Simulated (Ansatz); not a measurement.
**FH₄O₂Si₂ radical: a ladder of functionals and wavefunction methods**

One table from this session's results is given with a row withheld; the runs are named, their logs left out.

Program: Ansatz 0.2.0, Gaussian basis. Level of theory: functionals in def2-TZVPP, the program's frozen cores in correlated methods. These are calculated values, not measurements.

Levels to be run: PBE-D4, r2SCAN-D4, PBE0-D4, B3LYP-D4, ωB97X-V, ωB97M-V, B2PLYP; CCSD(T)/def2-TZVPP; MP2/def2-QZVPP; extrapolation to the limit.

## The geometry

All runs share one geometry, relaxed beforehand with PBE0-D4 in a triple-zeta def2 set.

SMILES `O[Si](O)(F)[SiH2]`, 9 atoms, charge 0, spin multiplicity 2.

Atoms are counted from 1 here; the program's logs count them from 0.

Bond lengths: O1–Si2 1.635 Å, O1–H6 0.959 Å, Si2–O3 1.624 Å, Si2–F4 1.599 Å, Si2–Si5 2.318 Å, O3–H7 0.960 Å, Si5–H8 1.486 Å, Si5–H9 1.486 Å. Angles: Si2–O1–H6 118.2°, O1–Si2–O3 106.8°, O1–Si2–F4 108.0°, O1–Si2–Si5 113.6°, O3–Si2–F4 110.6°, O3–Si2–Si5 111.4°, F4–Si2–Si5 106.3°, Si2–O3–H7 118.0°, Si2–Si5–H8 115.4°, Si2–Si5–H9 114.7°, H8–Si5–H9 111.2°.

The first run:

The input, in.yaml:

```yaml
crystal:
  periodic: [false, false, false]
  atoms:
    - {symbol: O, position_ang: [-0.218294, 1.740091, -0.502814]}
    - {symbol: Si, position_ang: [0.000473, 0.119840, -0.520118]}
    - {symbol: O, position_ang: [1.568529, -0.139649, -0.855568]}
    - {symbol: F, position_ang: [-0.929604, -0.491636, -1.668590]}
    - {symbol: Si, position_ang: [-0.627891, -0.923519, 1.452519]}
    - {symbol: H, position_ang: [-1.115964, 2.075995, -0.512982]}
    - {symbol: H, position_ang: [2.011631, 0.477586, -1.442545]}
    - {symbol: H, position_ang: [-0.743465, -2.403009, 1.382145]}
    - {symbol: H, position_ang: [0.143084, -0.502000, 2.650954]}
basis:
  gaussian: {orbitals: def2-TZVPP}
magnetization: {spin_polarized: true, initial_magnetization: 1}
hamiltonian: {xc: pbe, dispersion: d4}
output: {forces: true, orbitals: {seedname: orbitals}}
```

Command:

```console
$ ansatz run in.yaml --threads 2 --pin off --events-out ev --progress --plain --max-ram 32768MiB --backend cpu
```

Among the steps run: PBE-D4 (GGA); r2SCAN-D4 (meta-GGA); PBE0-D4 (hybrid); B3LYP-D4 (hybrid); ωB97X-V (range-separated); ωB97M-V (range-separated); B2PLYP (double hybrid); CCSD(T) in def2-TZVPP; MP2 in def2-QZVPP.

One table of the session follows, with a row left open; its other results are not shown here.

```
            method  atomisation energy (kcal/mol)
            PBE-D4                          793.8
         r2SCAN-D4                          790.6
           PBE0-D4                          776.3
          B3LYP-D4                          781.6
           ωB97X-V                          789.0
           ωB97M-V                          786.5
            B2PLYP                          775.8
     HF/def2-TZVPP                          565.7
    MP2/def2-TZVPP                          786.3
   CCSD/def2-TZVPP                              ?
CCSD(T)/def2-TZVPP                          765.2
           MP2/CBS                          812.3
       CCSD(T)/CBS                          791.2
```

**Question.** Estimate the row for CCSD/def2-TZVPP.

The run gave: atomisation energy (kcal/mol): 753.5. In the column «atomisation energy (kcal/mol)» it lies between HF/def2-TZVPP (565.7) and CCSD(T)/def2-TZVPP (765.2).

Limits of these values: Free atoms (2 O, 2 Si, 1 F, 4 H) were run apart at each level; the atomisation energy is their sum less the molecule, without zero-point or spin-orbit terms.
